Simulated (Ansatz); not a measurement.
# BiOs2: the cost of one run

Program: Ansatz 0.2.0. Level of theory: DFT PBE, scalar-relativistic, plane waves, PAW. These are calculated values, not measurements.

### Step 1. The structure to begin with

Symmetry: P4/nmm, No. 129, tetragonal system. Conventional cell: a = 4.113 Å, b = 4.113 Å, c = 6.276 Å, α = 90.00°, β = 90.00°, γ = 90.00°. Bi (site symmetry 4mm) is surrounded by 9 Os at 2.70 to 2.91 Å. Os (site symmetry -4m2) is surrounded by 8 Os at 2.66 to 2.91 Å and 4 Bi at 2.79 Å. Os (site symmetry 4mm) has 4 Os at 2.66 Å and 5 Bi at 2.70 to 2.91 Å as nearest neighbours.

Structure file:

```
Bi Os
1.0
     4.11317    0.00000    0.00000
     0.00000    4.11317    0.00000
     0.00000    0.00000    6.27588
Bi Os
2 4
Cartesian
  0.0000 2.0566 4.3931
  2.0566 0.0000 1.8828
  0.0000 0.0000 0.0000
  2.0566 2.0566 0.0000
  0.0000 2.0566 1.6945
  2.0566 0.0000 4.5814
```

This is candidate A: Cu2Sb type (P4/nmm, No. 129).

(A quick probe on a coarse mesh, which set the mesh and smearing, is not shown.)

### Step 3. A loose first relaxation (candidate A)

Contents of input.yaml:

```yaml
crystal:
  lattice:
    - [4.113170276, 0.0, 0.0]
    - [0.0, 4.113170276, 0.0]
    - [0.0, 0.0, 6.2758818014]
  atoms:
    - { symbol: Bi, position: [0.0, 0.5, 0.7] }
    - { symbol: Bi, position: [0.5, 0.0, 0.3] }
    - { symbol: Os, position: [0.0, 0.0, 0.0] }
    - { symbol: Os, position: [0.5, 0.5, 0.0] }
    - { symbol: Os, position: [0.0, 0.5, 0.27] }
    - { symbol: Os, position: [0.5, 0.0, 0.73] }
basis:
  ecutwfc: 420
kpoints:
  mp_grid: { grid: [4, 4, 4] }
hamiltonian:
  xc: pbe
scf:
  occupations: { method: gaussian, width: 0.1 }
  lower_state_search: "off"
output:
  forces: true
  stress: true
  eigenvalues: true
relax:
  adjacent_minimum: "off"
  f_tol: 0.04
  max_steps: 70
  cell: { stress_tol: 0.4 }
```

Run with:

```console
ansatz run input.yaml --threads 1 --pin off --max-ram 2560MiB --backend cpu --events-out ev --progress --plain --runs-dir out
```

What time and memory should one allow on 1 thread of Arm Neoverse V1, shared host?

About 2.2 min, with a peak of 0.42 GiB.
